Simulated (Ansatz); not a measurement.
# PdN+ (singlet): the correlation ladder, def2-TZVPP

The task here is to estimate one member of a computed series from the others.

Computed with Ansatz 0.2.0, Gaussian basis. Level: def2-TZVPP, core rule «outside noble gas», up to 5 orbitals frozen.

Plan: UHF; CCSD(T) on RHF; CCSD(T) on UHF; CCSDT(Q) on RHF; CCSDT(Q) on UHF.

7 further runs of the same task are left out: 4 for a known fault of the program, 3 set aside as unsound or not needed.

## The system

The geometry is a PBE0/def2-TZVP stationary point (not a proven minimum) of the parent state, kept for this charge and spin. No spin-orbit coupling is included. Elements past krypton take def2 core potentials.

2 atoms, charge 1, spin multiplicity 1.

Atoms are counted from 1 here; the program's logs count them from 0.

Bond lengths: Pd1–N2 1.797 Å.

Set-up of the first run:

Input file in.yaml:

```yaml
crystal:
  periodic: [false, false, false]
  atoms:
    - {symbol: Pd, position_ang: [0.000000, 0.000000, 0.000000]}
    - {symbol: N, position_ang: [0.000000, 0.000000, 1.796800]}
basis:
  gaussian: {orbitals: def2-TZVPP}
total_charge: 1
magnetization: {spin_polarized: true, initial_magnetization: 0}
hamiltonian: {xc: hf}
output: {orbitals: {seedname: orbitals}}
```

Started as:

```sh
> ansatz run in.yaml --threads 1 --pin off --events-out ev --progress --plain --max-ram 4096MiB --backend cpu
```

Steps of the session up to this table: UHF; CCSD(T) on RHF; CCSD(T) on UHF; CCSDT(Q) on RHF; CCSDT(Q) on UHF.

One table of the session follows, with a row left open; its other results are not shown here.

| method | from RCCSDT(Q) (kJ/mol) |
| --- | --- |
| UHF | +1204.9 |
| RMP2 | -19.2 |
| UMP2 | +86.7 |
| RCCSD | +148.7 |
| UCCSD | -3.4 |
| RCCSD(T) | ? |
| UCCSD(T) | -86.3 |
| RCCSDT | +24.7 |
| UCCSDT | -124.7 |
| RCCSDT(Q) | 0 |
| UCCSDT(Q) | -153.3 |

Estimate the missing values for RCCSD(T).

**Answer.** from RCCSDT(Q) (kJ/mol): +13.0. In the column «from RCCSDT(Q) (kJ/mol)» it lies between RCCSDT(Q) (0) and RCCSDT (+24.7).

Left out of the table: RHF (another determinant or state than the rows shown).

Caveats from the session: The determinant is far from a pure spin state, so its energy mixes those of several spin states (harmless only where they are near-degenerate, as at dissociation). The program flags UCCSD(T), UCCSDT(Q) as in doubt, so those rows may rest on another solution; read them beside their warnings. Warnings: restricted reference is unstable; spin contamination; coupled cluster took another determinant than the lowest; large T1 diagnostic. Restricted and unrestricted rows rest on different reference determinants; where their highest levels disagree by more than a few hundredths of an eV, they describe different states and don't form one ladder.
